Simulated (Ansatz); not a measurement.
Below is the output of a Python script on the Python package of Ansatz (0.2.0) that makes a single point in a Gaussian basis of ClFH5NSi2, SMILES N[Si](F)([SiH3])Cl. Write a script that gives it. Level of theory: B3LYP, def2-SVP basis, multiplicity 1.

```xyz
10

N    -0.9906    1.4230   -0.3657
Si    0.1037    0.2335   -0.6643
F    -0.3506   -0.3934   -2.0868
Si    0.3268   -1.3706    0.9887
Cl    1.9027    1.1890   -0.9235
H    -1.2799    1.8739   -1.2876
H    -0.5467    2.2225    0.1286
H     0.6610   -0.7494    2.2932
H     1.2952   -2.3838    0.7119
H    -1.0385   -2.0960    1.2084
```

Running `python run_energy.py` prints:
```text
converged              True
free_energy_ev         -32558.753585614908
reference_energy_ev    -32558.753585614908
n_frozen               0
n_occupied             [33, 33]
n_virtual              [74, 74]
<S^2> = 0.0  all-electron relativity setting: none
passes: {'evaluations': 15, 'products': 12}
occupied orbitals by irrep: [{'A': 33}, {'A': 33}]
forces (eV/A)
  N    -1.8848    3.6552   -0.6513
  Si    1.2884   -1.6181   -0.4519
  F     0.0428   -0.3806   -0.2389
  Si   -1.9320   -0.2114    0.6971
  Cl    1.0931    0.0676   -0.2033
  H     0.0728   -0.8385    1.3500
  H    -0.5483   -0.6243    0.0431
  H     0.1008    0.2322    0.0752
  H     0.9292   -0.7904   -0.3856
  H     0.8380    0.5084   -0.2345
dipole (D): -0.295 1.267 0.739, length 1.496
atom  Mulliken   Lowdin
N       -0.286    0.031
Si       0.635   -0.155
F       -0.326   -0.014
Si       0.200    0.208
Cl      -0.273    0.074
H        0.133    0.045
H        0.124    0.019
H       -0.073   -0.069
H       -0.065   -0.073
H       -0.069   -0.066
HOMO -7.841 eV, LUMO -0.288 eV, gap 7.553 eV
```

The script that was run (others could print the same):

`run_energy.py`
```python
'''Electronic structure of the ClFH5NSi2 molecule.'''

from pathlib import Path

import ansatz as az
from ase import Atoms
import numpy as np


def main() -> None:
    atoms = Atoms(['N', 'Si', 'F', 'Si', 'Cl', 'H', 'H', 'H', 'H', 'H'], positions=[
        (-0.9906, 1.423, -0.3657),
        (0.1037, 0.2335, -0.6643),
        (-0.3506, -0.3934, -2.0868),
        (0.3268, -1.3706, 0.9887),
        (1.9027, 1.189, -0.9235),
        (-1.2799, 1.8739, -1.2876),
        (-0.5467, 2.2225, 0.1286),
        (0.661, -0.7494, 2.2932),
        (1.2952, -2.3838, 0.7119),
        (-1.0385, -2.096, 1.2084),
    ])
    mol = az.Crystal.molecule_from_ase(atoms)

    setup = (
        mol.calculation()
        .basis(gaussian='def2-SVP')
        .functional('b3lyp')
        .forces()
        .orbitals()
    )
    outcome = setup.run(threads=1, pin='off', runs_dir='clfh5nsi2_runs')
    data = outcome.report

    for key in ('converged', 'free_energy_ev', 'reference_energy_ev', 'n_frozen', 'n_occupied', 'n_virtual'):
        print(f'{key:22s} {data[key]}')

    field = data['mean_field']
    print('<S^2> =', round(abs(field['state']['spin_squared']), 4), ' all-electron relativity setting:', field['relativity'])
    print('passes:', field['passes'])
    if 'symmetry' in field:
        print('occupied orbitals by irrep:', field['symmetry']['occupied'])

    symbols = [site.symbol for site in mol.cartesian_sites]
    print('forces (eV/A)')
    for symbol, f in zip(symbols, data['forces_ev_ang']):
        print(f'  {symbol:2s} {f[0]:9.4f} {f[1]:9.4f} {f[2]:9.4f}')

    charges = data['charge_distribution']
    dipole = np.array(charges['dipole_moment_e_ang']) * 4.803205
    print('dipole (D): {:.3f} {:.3f} {:.3f}, length {:.3f}'.format(*dipole, np.linalg.norm(dipole)))
    print('atom  Mulliken   Lowdin')
    for symbol, m, l in zip(symbols, charges['mulliken_charges_e'], charges['lowdin_charges_e']):
        print(f'{symbol:4s} {m:9.3f} {l:8.3f}')

    lines = Path(data['orbitals_path']).read_text().splitlines()
    field_of = lambda key: [line.split('=')[1].strip() for line in lines if line.startswith(key)]
    orbitals = [(27.211386 * float(e), s, float(n)) for e, s, n in zip(field_of('Ene='), field_of('Spin='), field_of('Occup='))]
    homo = max(e for e, _, n in orbitals if n > 0.5)
    lumo = min(e for e, _, n in orbitals if n < 0.5)
    print(f'HOMO {homo:.3f} eV, LUMO {lumo:.3f} eV, gap {lumo - homo:.3f} eV')


if __name__ == '__main__':
    main()
```

The settings weren't tested for convergence. The geometry is a force-field or estimated start, not a minimum of this method, and the basis set is short of its limit. The Löwdin charges here are taken after orthogonalising the functions within each atom; they differ from plain Löwdin charges, and their signs can be unphysical. b3lyp holds the VWN-RPA fit, as in Gaussian; the form of ORCA and Turbomole is b3lyp5. Levels such as HOMO and LUMO are orbital energies: with these approximate functionals they aren't the ionisation energy and electron affinity, and their gap isn't the fundamental gap. Wall time of the script: 9 s on 1 thread of Arm Neoverse N1, on a shared host, peak memory 0.29 GiB.
